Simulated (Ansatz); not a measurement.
# CuF: how the settings move a single-point run

Aim: see which settings change the result for CuF, by how much, and at what cost. The cell is built on a prototype (CsCl type) and needn't be the phase found in nature.

Program: Ansatz 0.2.0. Level of theory: reference: DFT, PBE, plane waves, PAW. These are calculated values, not measurements.

7 further runs of the same task are left out: 4 for a known fault of the program, 3 that didn't finish.

### Step 1. The structure to begin with

It takes space group Pm-3m (No. 221, cubic). The conventional cell has a = 2.738 Å, b = 2.738 Å, c = 2.738 Å, α = 90.00°, β = 90.00°, γ = 90.00°. Around Cu (site symmetry m-3m) lie 8 F at 2.37 Å. F (site symmetry m-3m) has 8 Cu at 2.37 Å as nearest neighbours.

Coordinates:

```cif
data_structure
_symmetry_space_group_name_H-M 'Pm-3m'
_symmetry_Int_Tables_number 221
_cell_length_a 2.7385
_cell_length_b 2.7385
_cell_length_c 2.7385
_cell_angle_alpha 90.000
_cell_angle_beta 90.000
_cell_angle_gamma 90.000
_cell_volume 20.54
loop_
_atom_site_label
_atom_site_type_symbol
_atom_site_symmetry_multiplicity
_atom_site_Wyckoff_symbol
_atom_site_fract_x
_atom_site_fract_y
_atom_site_fract_z
_atom_site_occupancy
Cu1 Cu 1 a 0.00000 0.00000 0.00000 1
F1 F 1 b 0.50000 0.50000 0.50000 1
```

### Step 2. Baseline

Contents of input.yaml:

```yaml
crystal:
  lattice:
    - [2.7384616615, 0.0, 0.0]
    - [0.0, 2.7384616615, 0.0]
    - [0.0, 0.0, 2.7384616615]
  atoms:
    - { symbol: Cu, position: [0.0, 0.0, 0.0] }
    - { symbol: F, position: [0.5, 0.5, 0.5] }
kpoints:
  mp_grid: { grid: [6, 6, 6] }
hamiltonian:
  xc: pbe
scf:
  occupations: { method: fermi_dirac, width: 0.02 }
  n_extra_bands: 4
output:
  forces: true
  stress: true
  eigenvalues: true
```

Launch:

```console
$ ansatz run input.yaml --threads 4 --pin off --max-ram 3686MiB --backend cpu --events-out ev --progress --plain --runs-dir out
```

The program printed (excerpt; [...] marks lines left out):

```text
Warning: RAYON_NUM_THREADS=4 ignored (pool sized by the plan → 4); use --threads N
scf.n_extra_bands = 4 over 13 filled bands (N_el = 26.0): the run solves 17 bands
[...]
Pseudopotentials: kind: paw
Pseudopotential: Cu, paw, valence charge 19, recommended cutoff 420 eV (normal), Cu.paw.azcp
Pseudopotential: F, paw, valence charge 7, recommended cutoff 420 eV (normal), F.paw.azcp
Functional definition: PBE
[...]
Crystal: 2 atoms, lattice volume = 20.536 Å³
Basis set: ecut = 420 eV, 389 PW (Γ), exchange–correlation on 40×40×40 points (8 copies of the dense FFT grid, shifted against one another)
Bands: 17, of which v1, the nominal top of the filled ones, is band 13 counted from 1 (12 counted from 0)
Symmetry: 48 space group operations
Space group: Pm-3m (ITA 221), of the structure as read, at distance tolerance 2.7e-5 Å
k-points: 20 of 216
[...]
SCF iter   1: F=—  HF=-7432.137442 eV  |F-HF|=—  |Δ(HF+E_count)|=         —  Δρ=3.67e-3  dr2=9.17e-4  ethr=1.77e-3  ⟨swp⟩=5.0  Hψ=1489  notcnv=0
[...]
SCF iter   6: F=-7432.137654 eV  HF=-7432.137654 eV  |F-HF|=1.36e-8  |Δ(HF+E_count)|=   2.60e-8  Δρ=1.35e-5  dr2=1.79e-8  ethr=3.85e-10  ⟨swp⟩=3.8  Hψ=1019  notcnv=0
[...]
SCF converged after 6 iterations
Free energy (F): -7432.137654 eV
[...]
E sigma→0 (E₀):  -7432.136367 eV
Entropy (-TS):   -0.002575 eV (-1.288 meV/atom)
Fermi energy:    11.482325 eV
[...]
--- Forces (eV/Å), atoms counted from 1 ---
  atom   1  Cu    -0.00000000    -0.00000000    -0.00000000
  atom   2  F      0.00000000     0.00000000     0.00000000
[...]
--- Stress (GPa, compression-positive) ---
        6.653025       0.000000       0.000000
        0.000000       6.653025       0.000000
        0.000000       0.000000       6.653025
  P = ⅓ Tr σ = 6.6530 GPa (66.530 kbar)
--- Band table (eV; the first three rows and the last of 20) ---
  k-point 0: bands = ["-99.0783", "-56.5024", "-56.5024", "-56.5024", "-12.6405", "7.0351", "7.0351", "7.0351", "9.5621", "9.5621", "9.6166", "11.1211", "11.1211", "11.1211", "26.8548", "26.8548", "28.5555"]
[...]
```

Wall time 0.97 s (4 threads of an x86-64 CPU, shared host); peak memory 0.3 GiB.

### Step 3. Changing settings: occupations.method gaussian, occupations.width 0.001

Edit input.yaml of step 2 so:

```diff
@@ -13,3 +13,3 @@
 scf:
-  occupations: { method: fermi_dirac, width: 0.02 }
+  occupations: { method: gaussian, width: 0.001 }
   n_extra_bands: 4
```

Launch:

```console
$ ansatz run input.yaml --threads 4 --pin off --max-ram 3686MiB --backend cpu --events-out ev --progress --plain --runs-dir out
```

The program printed (excerpt; [...] marks lines left out):

```text
Warning: RAYON_NUM_THREADS=4 ignored (pool sized by the plan → 4); use --threads N
scf.n_extra_bands = 4 over 13 filled bands (N_el = 26.0): the run solves 17 bands
[...]
Pseudopotentials: kind: paw
Pseudopotential: Cu, paw, valence charge 19, recommended cutoff 420 eV (normal), Cu.paw.azcp
Pseudopotential: F, paw, valence charge 7, recommended cutoff 420 eV (normal), F.paw.azcp
Functional definition: PBE
[...]
Crystal: 2 atoms, lattice volume = 20.536 Å³
Basis set: ecut = 420 eV, 389 PW (Γ), exchange–correlation on 40×40×40 points (8 copies of the dense FFT grid, shifted against one another)
Bands: 17, of which v1, the nominal top of the filled ones, is band 13 counted from 1 (12 counted from 0)
Symmetry: 48 space group operations
Space group: Pm-3m (ITA 221), of the structure as read, at distance tolerance 2.7e-5 Å
k-points: 20 of 216
[...]
SCF iter   1: F=—  HF=-7432.135650 eV  |F-HF|=—  |Δ(HF+E_count)|=         —  Δρ=3.75e-3  dr2=7.55e-4  ethr=1.77e-3  ⟨swp⟩=4.8  Hψ=1495  notcnv=0
[...]
SCF iter   6: F=-7432.135852 eV  HF=-7432.135852 eV  |F-HF|=9.91e-11  |Δ(HF+E_count)|=   7.35e-9  Δρ=1.15e-6  dr2=1.56e-10  ethr=2.42e-11  ⟨swp⟩=2.0  Hψ=1104  notcnv=0
[...]
SCF converged after 6 iterations
Free energy (F): -7432.135852 eV
[...]
E sigma→0 (E₀):  -7432.135847 eV
Entropy (-TS):   -0.000010 eV (-0.005 meV/atom)
Fermi energy:    11.471687 eV
[...]
--- Forces (eV/Å), atoms counted from 1 ---
  atom   1  Cu    -0.00000000     0.00000000     0.00000000
  atom   2  F      0.00000000     0.00000000    -0.00000000
[...]
--- Stress (GPa, compression-positive) ---
        6.653888       0.000000       0.000000
       -0.000000       6.653888       0.000000
        0.000000       0.000000       6.653888
  P = ⅓ Tr σ = 6.6539 GPa (66.539 kbar)
--- Band table (eV; the first three rows and the last of 20) ---
  k-point 0: bands = ["-99.0836", "-56.5076", "-56.5076", "-56.5076", "-12.6361", "7.0396", "7.0396", "7.0396", "9.5575", "9.5575", "9.6163", "11.1169", "11.1169", "11.1169", "26.8539", "26.8539", "28.5552"]
[...]
```

Run time: 1.8 s. Hardware: 4 threads of an x86-64 CPU, shared host; peak memory 0.3 GiB.

Changing the smearing hardly moves the energy: +0.3 meV/atom.

### Step 4. Changed: ecutrho_ratio 8

Edit input.yaml of step 2 so:

```diff
@@ -15,2 +15,3 @@
   n_extra_bands: 4
+  max_iter: 69
 output:
@@ -19 +20,3 @@
   eigenvalues: true
+basis:
+  ecutrho_ratio: 8
```

Launch:

```console
$ ansatz run input.yaml --threads 4 --pin off --max-ram 3686MiB --backend cpu --events-out ev --progress --plain --runs-dir out
```

The program printed (excerpt; [...] marks lines left out):

```text
Warning: RAYON_NUM_THREADS=4 ignored (pool sized by the plan → 4); use --threads N
scf.n_extra_bands = 4 over 13 filled bands (N_el = 26.0): the run solves 17 bands
[...]
Pseudopotentials: kind: paw
Pseudopotential: Cu, paw, valence charge 19, recommended cutoff 420 eV (normal), Cu.paw.azcp
Pseudopotential: F, paw, valence charge 7, recommended cutoff 420 eV (normal), F.paw.azcp
Functional definition: PBE
[...]
Crystal: 2 atoms, lattice volume = 20.536 Å³
Basis set: ecut = 420 eV, 389 PW (Γ), exchange–correlation on 54×54×54 points (8 copies of the dense FFT grid, shifted against one another)
Bands: 17, of which v1, the nominal top of the filled ones, is band 13 counted from 1 (12 counted from 0)
Symmetry: 48 space group operations
Space group: Pm-3m (ITA 221), of the structure as read, at distance tolerance 2.7e-5 Å
k-points: 20 of 216
[...]
SCF iter   1: F=—  HF=-7432.137350 eV  |F-HF|=—  |Δ(HF+E_count)|=         —  Δρ=3.67e-3  dr2=9.17e-4  ethr=1.77e-3  ⟨swp⟩=4.9  Hψ=1488  notcnv=0
[...]
SCF iter   6: F=-7432.137656 eV  HF=-7432.137656 eV  |F-HF|=1.37e-8  |Δ(HF+E_count)|=   2.57e-8  Δρ=1.35e-5  dr2=1.81e-8  ethr=3.85e-10  ⟨swp⟩=3.8  Hψ=1019  notcnv=0
[...]
SCF converged after 6 iterations
Free energy (F): -7432.137656 eV
[...]
E sigma→0 (E₀):  -7432.136368 eV
Entropy (-TS):   -0.002575 eV (-1.288 meV/atom)
Fermi energy:    11.482327 eV
[...]
--- Forces (eV/Å), atoms counted from 1 ---
  atom   1  Cu    -0.00000000     0.00000000    -0.00000000
  atom   2  F      0.00000000    -0.00000000    -0.00000000
[...]
--- Stress (GPa, compression-positive) ---
        6.652918       0.000000       0.000000
        0.000000       6.652918       0.000000
        0.000000       0.000000       6.652918
  P = ⅓ Tr σ = 6.6529 GPa (66.529 kbar)
--- Band table (eV; the first three rows and the last of 20) ---
  k-point 0: bands = ["-99.0783", "-56.5024", "-56.5024", "-56.5024", "-12.6405", "7.0351", "7.0351", "7.0351", "9.5621", "9.5621", "9.6166", "11.1211", "11.1211", "11.1211", "26.8548", "26.8548", "28.5555"]
[...]
```

It took 2.1 s on 4 threads of an x86-64 CPU, shared host; peak memory 0.31 GiB.

Changing the numerical grids leaves the energy as it was (0.0 meV/atom).

### Step 5. Variant: mixing.ndim 30

Edit input.yaml of step 2 so:

```diff
@@ -15,2 +15,4 @@
   n_extra_bands: 4
+  mixing: { ndim: 30 }
+  max_iter: 53
 output:
```

Launch:

```console
$ ansatz run input.yaml --threads 4 --pin off --max-ram 3686MiB --backend cpu --events-out ev --progress --plain --runs-dir out
```

The program printed (excerpt; [...] marks lines left out):

```text
Warning: RAYON_NUM_THREADS=4 ignored (pool sized by the plan → 4); use --threads N
scf.n_extra_bands = 4 over 13 filled bands (N_el = 26.0): the run solves 17 bands
[...]
Pseudopotentials: kind: paw
Pseudopotential: Cu, paw, valence charge 19, recommended cutoff 420 eV (normal), Cu.paw.azcp
Pseudopotential: F, paw, valence charge 7, recommended cutoff 420 eV (normal), F.paw.azcp
Functional definition: PBE
[...]
Crystal: 2 atoms, lattice volume = 20.536 Å³
Basis set: ecut = 420 eV, 389 PW (Γ), exchange–correlation on 40×40×40 points (8 copies of the dense FFT grid, shifted against one another)
Bands: 17, of which v1, the nominal top of the filled ones, is band 13 counted from 1 (12 counted from 0)
Symmetry: 48 space group operations
Space group: Pm-3m (ITA 221), of the structure as read, at distance tolerance 2.7e-5 Å
k-points: 20 of 216
[...]
SCF iter   1: F=—  HF=-7432.137442 eV  |F-HF|=—  |Δ(HF+E_count)|=         —  Δρ=3.67e-3  dr2=9.17e-4  ethr=1.77e-3  ⟨swp⟩=5.0  Hψ=1489  notcnv=0
[...]
SCF iter   6: F=-7432.137654 eV  HF=-7432.137654 eV  |F-HF|=1.36e-8  |Δ(HF+E_count)|=   2.60e-8  Δρ=1.35e-5  dr2=1.79e-8  ethr=3.85e-10  ⟨swp⟩=3.8  Hψ=1019  notcnv=0
[...]
SCF converged after 6 iterations
Free energy (F): -7432.137654 eV
[...]
E sigma→0 (E₀):  -7432.136367 eV
Entropy (-TS):   -0.002575 eV (-1.288 meV/atom)
Fermi energy:    11.482325 eV
[...]
--- Forces (eV/Å), atoms counted from 1 ---
  atom   1  Cu    -0.00000000    -0.00000000    -0.00000000
  atom   2  F      0.00000000     0.00000000     0.00000000
[...]
--- Stress (GPa, compression-positive) ---
        6.653025       0.000000       0.000000
        0.000000       6.653025       0.000000
        0.000000       0.000000       6.653025
  P = ⅓ Tr σ = 6.6530 GPa (66.530 kbar)
--- Band table (eV; the first three rows and the last of 20) ---
  k-point 0: bands = ["-99.0783", "-56.5024", "-56.5024", "-56.5024", "-12.6405", "7.0351", "7.0351", "7.0351", "9.5621", "9.5621", "9.6166", "11.1211", "11.1211", "11.1211", "26.8548", "26.8548", "28.5555"]
[...]
```

It took 1.8 s on 4 threads of an x86-64 CPU, shared host; peak memory 0.3 GiB.

Energy and cycle count are those of the reference, so the change (mixing) left the result and the number of cycles as they were.

### Step 6. Changing settings: occupations.method gaussian, occupations.width 0.05

Edit input.yaml of step 2 so:

```diff
@@ -13,3 +13,3 @@
 scf:
-  occupations: { method: fermi_dirac, width: 0.02 }
+  occupations: { method: gaussian, width: 0.05 }
   n_extra_bands: 4
```

Launch:

```console
$ ansatz run input.yaml --threads 4 --pin off --max-ram 3686MiB --backend cpu --events-out ev --progress --plain --runs-dir out
```

The program printed (excerpt; [...] marks lines left out):

```text
Warning: RAYON_NUM_THREADS=4 ignored (pool sized by the plan → 4); use --threads N
scf.n_extra_bands = 4 over 13 filled bands (N_el = 26.0): the run solves 17 bands
[...]
Pseudopotentials: kind: paw
Pseudopotential: Cu, paw, valence charge 19, recommended cutoff 420 eV (normal), Cu.paw.azcp
Pseudopotential: F, paw, valence charge 7, recommended cutoff 420 eV (normal), F.paw.azcp
Functional definition: PBE
[...]
Crystal: 2 atoms, lattice volume = 20.536 Å³
Basis set: ecut = 420 eV, 389 PW (Γ), exchange–correlation on 40×40×40 points (8 copies of the dense FFT grid, shifted against one another)
Bands: 17, of which v1, the nominal top of the filled ones, is band 13 counted from 1 (12 counted from 0)
Symmetry: 48 space group operations
Space group: Pm-3m (ITA 221), of the structure as read, at distance tolerance 2.7e-5 Å
k-points: 20 of 216
[...]
SCF iter   1: F=—  HF=-7432.137418 eV  |F-HF|=—  |Δ(HF+E_count)|=         —  Δρ=3.68e-3  dr2=9.00e-4  ethr=1.77e-3  ⟨swp⟩=5.0  Hψ=1450  notcnv=0
[...]
SCF iter   6: F=-7432.137629 eV  HF=-7432.137630 eV  |F-HF|=6.20e-9  |Δ(HF+E_count)|=   1.53e-8  Δρ=1.02e-5  dr2=1.00e-8  ethr=3.85e-10  ⟨swp⟩=3.6  Hψ=1012  notcnv=0
[...]
SCF converged after 6 iterations
Free energy (F): -7432.137629 eV
[...]
E sigma→0 (E₀):  -7432.136401 eV
Entropy (-TS):   -0.002457 eV (-1.229 meV/atom)
Fermi energy:    11.482241 eV
[...]
--- Forces (eV/Å), atoms counted from 1 ---
  atom   1  Cu    -0.00000000     0.00000000    -0.00000000
  atom   2  F      0.00000000     0.00000000    -0.00000000
[...]
--- Stress (GPa, compression-positive) ---
        6.652829      -0.000000       0.000000
        0.000000       6.652829       0.000000
        0.000000       0.000000       6.652829
  P = ⅓ Tr σ = 6.6528 GPa (66.528 kbar)
--- Band table (eV; the first three rows and the last of 20) ---
  k-point 0: bands = ["-99.0788", "-56.5029", "-56.5029", "-56.5029", "-12.6402", "7.0355", "7.0355", "7.0355", "9.5617", "9.5617", "9.6166", "11.1207", "11.1207", "11.1207", "26.8547", "26.8547", "28.5555"]
[...]
```

Run time: 2.1 s. Hardware: 4 threads of an x86-64 CPU, shared host; peak memory 0.3 GiB.

Changing the smearing leaves the energy as it was (0.0 meV/atom).

### Step 7. Changing settings: ecutwfc 500

Edit input.yaml of step 2 so:

```diff
@@ -19 +19,3 @@
   eigenvalues: true
+basis:
+  ecutwfc: 500
```

Launch:

```console
$ ansatz run input.yaml --threads 4 --pin off --max-ram 3686MiB --backend cpu --events-out ev --progress --plain --runs-dir out
```

The program printed (excerpt; [...] marks lines left out):

```text
Warning: RAYON_NUM_THREADS=4 ignored (pool sized by the plan → 4); use --threads N
scf.n_extra_bands = 4 over 13 filled bands (N_el = 26.0): the run solves 17 bands
[...]
Pseudopotentials: kind: paw
Pseudopotential: Cu, paw, valence charge 19, recommended cutoff 420 eV (normal), Cu.paw.azcp
Pseudopotential: F, paw, valence charge 7, recommended cutoff 420 eV (normal), F.paw.azcp
Functional definition: PBE
[...]
Crystal: 2 atoms, lattice volume = 20.536 Å³
Basis set: ecut = 500 eV, 485 PW (Γ), exchange–correlation on 40×40×40 points (8 copies of the dense FFT grid, shifted against one another)
Bands: 17, of which v1, the nominal top of the filled ones, is band 13 counted from 1 (12 counted from 0)
Symmetry: 48 space group operations
Space group: Pm-3m (ITA 221), of the structure as read, at distance tolerance 2.7e-5 Å
k-points: 20 of 216
[...]
SCF iter   1: F=—  HF=-7432.145723 eV  |F-HF|=—  |Δ(HF+E_count)|=         —  Δρ=3.50e-3  dr2=8.48e-4  ethr=1.77e-3  ⟨swp⟩=5.0  Hψ=1489  notcnv=0
[...]
SCF iter   6: F=-7432.145917 eV  HF=-7432.145917 eV  |F-HF|=1.35e-8  |Δ(HF+E_count)|=   9.80e-8  Δρ=1.25e-5  dr2=1.46e-8  ethr=3.85e-10  ⟨swp⟩=5.0  Hψ=1472  notcnv=0
[...]
SCF converged after 6 iterations
Free energy (F): -7432.145917 eV
[...]
E sigma→0 (E₀):  -7432.144628 eV
Entropy (-TS):   -0.002579 eV (-1.290 meV/atom)
Fermi energy:    11.480225 eV
[...]
--- Forces (eV/Å), atoms counted from 1 ---
  atom   1  Cu     0.00000000     0.00000000    -0.00000000
  atom   2  F      0.00000000     0.00000000    -0.00000000
[...]
--- Stress (GPa, compression-positive) ---
        6.630624       0.000000       0.000000
        0.000000       6.630624       0.000000
        0.000000       0.000000       6.630624
  P = ⅓ Tr σ = 6.6306 GPa (66.306 kbar)
--- Band table (eV; the first three rows and the last of 20) ---
  k-point 0: bands = ["-99.0817", "-56.5056", "-56.5056", "-56.5056", "-12.6405", "7.0329", "7.0329", "7.0329", "9.5604", "9.5604", "9.6164", "11.1191", "11.1191", "11.1191", "26.8505", "26.8505", "28.5519"]
[...]
```

It took 2.3 s on 4 threads of an x86-64 CPU, shared host; peak memory 0.31 GiB.

Changing the cutoff moves the energy by -4.1 meV/atom. More plane waves (500 against 420 eV) lower the energy, so the reference carries about that much basis error.

### Step 8. Changed: xc r2scan

Edit input.yaml of step 2 so:

```diff
@@ -11,3 +11,3 @@
 hamiltonian:
-  xc: pbe
+  xc: r2scan
 scf:
```

Launch:

```console
$ ansatz run input.yaml --threads 4 --pin off --max-ram 3686MiB --backend cpu --events-out ev --progress --plain --runs-dir out
```

The program printed (excerpt; [...] marks lines left out):

```text
Warning: RAYON_NUM_THREADS=4 ignored (pool sized by the plan → 4); use --threads N
scf.n_extra_bands = 4 over 13 filled bands (N_el = 26.0): the run solves 17 bands
[...]
Pseudopotentials: kind: paw
Pseudopotential: Cu, paw, valence charge 19, recommended cutoff 500 eV (meta_gga), Cu.paw.azcp
Pseudopotential: F, paw, valence charge 7, recommended cutoff 500 eV (meta_gga), F.paw.azcp
Functional definition: r2SCAN
[...]
Crystal: 2 atoms, lattice volume = 20.536 Å³
Basis set: ecut = 500 eV, 485 PW (Γ), exchange–correlation on 80×80×80 points (64 copies of the dense FFT grid, shifted against one another)
Bands: 17, of which v1, the nominal top of the filled ones, is band 13 counted from 1 (12 counted from 0)
Symmetry: 48 space group operations
Space group: Pm-3m (ITA 221), of the structure as read, at distance tolerance 2.7e-5 Å
k-points: 20 of 216
[...]
SCF iter   1: F=—  HF=-7439.911513 eV  |F-HF|=—  |Δ(HF+E_count)|=         —  Δρ=4.88e-2  dr2=2.73e-1  dr2_τ=1.77e-2  ethr=1.77e-3  ⟨swp⟩=4.8  Hψ=1487  notcnv=0
[...]
SCF iter   8: F=-7439.884527 eV  HF=-7439.884527 eV  |F-HF|=2.40e-8  |Δ(HF+E_count)|=   1.73e-7  Δρ=1.47e-5  dr2=2.70e-8  dr2_τ=1.15e-9  ethr=3.85e-10  ⟨swp⟩=3.0  Hψ=1254  notcnv=0
[...]
SCF converged after 8 iterations
Free energy (F): -7439.884527 eV
[...]
E sigma→0 (E₀):  -7439.883449 eV
Entropy (-TS):   -0.002155 eV (-1.077 meV/atom)
Fermi energy:    11.272802 eV
[...]
--- Forces (eV/Å), atoms counted from 1 ---
  atom   1  Cu    -0.00000000     0.00000000     0.00000000
  atom   2  F      0.00000000    -0.00000000     0.00000000
[...]
--- Stress (GPa, compression-positive) ---
        0.272234       0.000000       0.000000
        0.000000       0.272234       0.000000
        0.000000       0.000000       0.272234
  P = ⅓ Tr σ = 0.2722 GPa (2.722 kbar)
--- Band table (eV; the first three rows and the last of 20) ---
  k-point 0: bands = ["-103.0185", "-58.9064", "-58.9064", "-58.9064", "-14.3207", "6.4576", "6.4576", "6.4576", "9.3785", "9.3785", "9.8229", "10.8634", "10.8634", "10.8634", "27.3310", "27.3310", "29.2408"]
[...]
```

It took 3.2 s on 4 threads of an x86-64 CPU, shared host; peak memory 0.34 GiB.

After a change of functional the difference of the totals has no physical meaning; the pressure goes from 6.7 to 0.3 GPa. At this fixed cell a lower pressure means that this functional prefers a smaller volume than the reference.

### Step 9. Comparison

| run | ending | energy change | pressure (GPa) | gap (eV) | force (eV/Å) | cycles | time |
| --- | --- | --- | --- | --- | --- | --- | --- |
| reference | converged | 0 | 6.7 | 0.00 | 0.00 | 6 | 0.97 s |
| 1: occupations.method gaussian, occupations.width 0.001 | converged | +0.3 meV/atom (σ→0) | 6.7 | 0.00 | 0.00 | 6 | 1.8 s |
| 2: ecutrho_ratio 8 | converged | 0.0 meV/atom | 6.7 | 0.00 | 0.00 | 6 | 2.1 s |
| 3: mixing.ndim 30 | converged | 0.0 meV/atom | 6.7 | 0.00 | 0.00 | 6 | 1.8 s |
| 4: occupations.method gaussian, occupations.width 0.05 | converged | 0.0 meV/atom (σ→0) | 6.7 | 0.00 | 0.00 | 6 | 2.1 s |
| 5: ecutwfc 500 | converged | -4.1 meV/atom | 6.6 | 0.00 | 0.00 | 6 | 2.3 s |
| 6: xc r2scan | converged | not comparable | 0.3 | 0.00 | 0.00 | 8 | 3.2 s |

Residual by cycle in the longest SCF loop of each run; runs are numbered as in the table. The quantity is the density residual dr2, in eV.

| cycle | reference | run 1 | run 2 | run 3 | run 4 | run 5 | run 6 |
| --- | --- | --- | --- | --- | --- | --- | --- |
| 1 | 9.2e-4 | 7.6e-4 | 9.2e-4 | 9.2e-4 | 9.0e-4 | 8.5e-4 | 0.273 |
| 2 | 3.3e-4 | 9.3e-5 | 3.3e-4 | 3.3e-4 | 3.2e-4 | 5.9e-4 | 0.353 |
| 3 | 3.1e-6 | 2.3e-6 | 3.1e-6 | 3.1e-6 | 3.5e-6 | 1.3e-4 | 0.00345 |
| 4 | 5.1e-7 | 6.3e-7 | 5.1e-7 | 5.1e-7 | 6.1e-7 | 2.2e-6 | 0.00116 |
| 5 | 2.0e-7 | 6.3e-9 | 2.0e-7 | 2.0e-7 | 1.8e-7 | 1.8e-7 | 1.1e-4 |
| 6 | 1.8e-8 | 1.6e-10 | 1.8e-8 | 1.8e-8 | 1.0e-8 | 1.5e-8 | 1.5e-5 |
| 7 | - | - | - | - | - | - | 8.8e-7 |
| 8 | - | - | - | - | - | - | 2.7e-8 |

What this shows: The pressure spans 0.3 to 6.7 GPa over the reference and the converged variants.
